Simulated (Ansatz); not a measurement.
# SiH3O2 (SMILES O[SiH]O): UB3LYP/6-31G(d) (spherical functions)

Aim: the electronic atomisation energy of SiH3O2 at UB3LYP/6-31G* (spherical functions), from 4 runs. 

The calculation is run with Ansatz 0.2.0.

24 further runs of the same task are left out: 24 set aside as unsound or not needed. Runs told in other sessions of the task aren't counted.

## 1. The molecule

The species is SiH3O2 (6 atoms), meant as a doublet with charge 0. SMILES: `O[SiH]O`. The coordinates come from a PBE0-D4/def2-TZVP relaxation. This is one conformer, not always the lowest.

Bond lengths: O1–Si2 1.652 Å, Si2–O3 1.641 Å, O1–H4 0.958 Å, Si2–H5 1.496 Å, O3–H6 0.959 Å. Angles: O1–Si2–O3 107.5°, O1–Si2–H5 112.0°, O3–Si2–H5 104.2°, Si2–O1–H4 117.1°, Si2–O3–H6 117.2°.

## 2. The energy at UB3LYP/6-31G(d) (spherical functions)

File in.yaml:

```yaml
crystal:
  periodic: [false, false, false]
  atoms:
    - {symbol: O, position_ang: [-1.186200, -0.443400, -0.202500]}
    - {symbol: Si, position_ang: [0.358900, 0.083300, -0.457100]}
    - {symbol: O, position_ang: [1.071000, 0.255000, 1.010900]}
    - {symbol: H, position_ang: [-1.625300, -0.879000, -0.934700]}
    - {symbol: H, position_ang: [0.393800, 1.459300, -1.043800]}
    - {symbol: H, position_ang: [0.987700, -0.475200, 1.627200]}
basis:
  gaussian: {orbitals: 6-31G_st_-spherical.json}
hamiltonian: {xc: {name: B3LYP}}
output: {orbitals: {seedname: orbitals}}
accuracy: high
magnetization: {spin_polarized: true, initial_magnetization: 1}
```

The basis set 6-31G* is read from a file made from the Basis Set Exchange's data (not shown).

On the command line:

```sh
ansatz run in.yaml --threads 1 --pin off --max-ram 2610MiB --events-out events.jsonl --progress --plain --runs-dir runs
```

The program printed:

```text
Warning: RAYON_NUM_THREADS=1 ignored (pool sized by the plan → 1); use --threads N
Functional definition: B3LYP
  name "B3LYP"
  parameter a0 = 0.2
  parameter ax = 0.72
  parameter ac = 0.81
  exchange = (1 - a0 - ax)*slater_x + ax*b88_x + a0*exact_x
  correlation = (1 - ac)*vwn_rpa_c + ac*lyp_c
1109 factors; integrals over basis functions are off by at most 3.8e-9 eV
mean field evaluation 1: about -12012.6853 eV, gradient 4.8e1 eV
mean field evaluation 2: about -11994.5352 eV, gradient 8.3e1 eV
mean field evaluation 4: about -12020.5966 eV, gradient 1.8e0 eV
mean field evaluation 8: about -12020.7467 eV, gradient 1.5e-1 eV
mean field evaluation 16: about -12020.7468 eV, gradient 1.3e-4 eV
mean field -12020.74680136 eV, -441.7542969951 hartree, gradient 7.1e-8 eV, S^2 0.751603; 0 other end points of the search recorded, 0 dependent functions left out
reference -12020.74683455 eV, -441.7542982149 hartree; 17, 16 occupied and 35, 36 virtual orbitals, 1109 factors
Total energy: -12020.74683455 eV, -441.7542982149 hartree
```

It took 6.3 s on 1 thread of Arm Neoverse V1, shared host; peak memory 0.2 GiB.

## 3. The H atom at the same level

File job.yaml:

```yaml
crystal:
  periodic: [false, false, false]
  atoms:
    - {symbol: H, position_ang: [0.000000, 0.000000, 0.000000]}
basis:
  gaussian:
    orbitals: "6-31G*"
magnetization:
  spin_polarized: true
  initial_magnetization: 1
hamiltonian:
  xc: {name: B3LYP}
accuracy: high
```

Run the same way, it converges to -0.50027 Eh (log not shown).

## 4. The O atom, same level

File in.yaml:

```yaml
crystal:
  periodic: [false, false, false]
  atoms:
    - symbol: O
      position_ang: [0.000000, 0.000000, 0.000000]
basis:
  gaussian: {orbitals: 6-31G_st_-spherical.json}
magnetization: {spin_polarized: true, initial_magnetization: 2}
hamiltonian: {xc: {name: B3LYP}}
accuracy: high
```

The basis set 6-31G* is read from a file made from the Basis Set Exchange's data (not shown).

Run the same way, it converges to -75.05940 Eh (log not shown).

## 5. The Si atom

File job.yaml:

```yaml
crystal:
  periodic: [false, false, false]
  atoms:
    - {symbol: Si, position_ang: [0.000000, 0.000000, 0.000000]}
basis:
  gaussian:
    orbitals: 6-31G_st_-spherical.json
hamiltonian:
  xc: {name: B3LYP}
total_charge: 0
magnetization:
  spin_polarized: true
  initial_magnetization: 2
accuracy: high
```

The basis set 6-31G* is read from a file made from the Basis Set Exchange's data (not shown).

Run the same way, it converges to -289.36979 Eh (log not shown).

## 6. Summary of results

At UB3LYP/6-31G* (spherical functions):

| quantity | value |
| --- | --- |
| molecule: total energy | -441.75430 Eh |
| molecule: HOMO energy (highest over α and β) | -5.19 eV |
| molecule: LUMO energy (lowest over α and β) | -2.12 eV |
| molecule: ⟨S²⟩ | 0.752 |
| H atom: total energy | -0.50027 Eh |
| H atom: ⟨S²⟩ | 0.750 |
| O atom: total energy | -75.05940 Eh |
| O atom: ⟨S²⟩ | 2.002 |
| Si atom: total energy | -289.36979 Eh |
| Si atom: ⟨S²⟩ | 2.002 |
| electronic atomisation energy | 20.813 eV |

**Reading.** Taking the molecule apart into free atoms costs 20.81 eV (480 kcal/mol), before zero-point energy and without spin-orbit coupling.
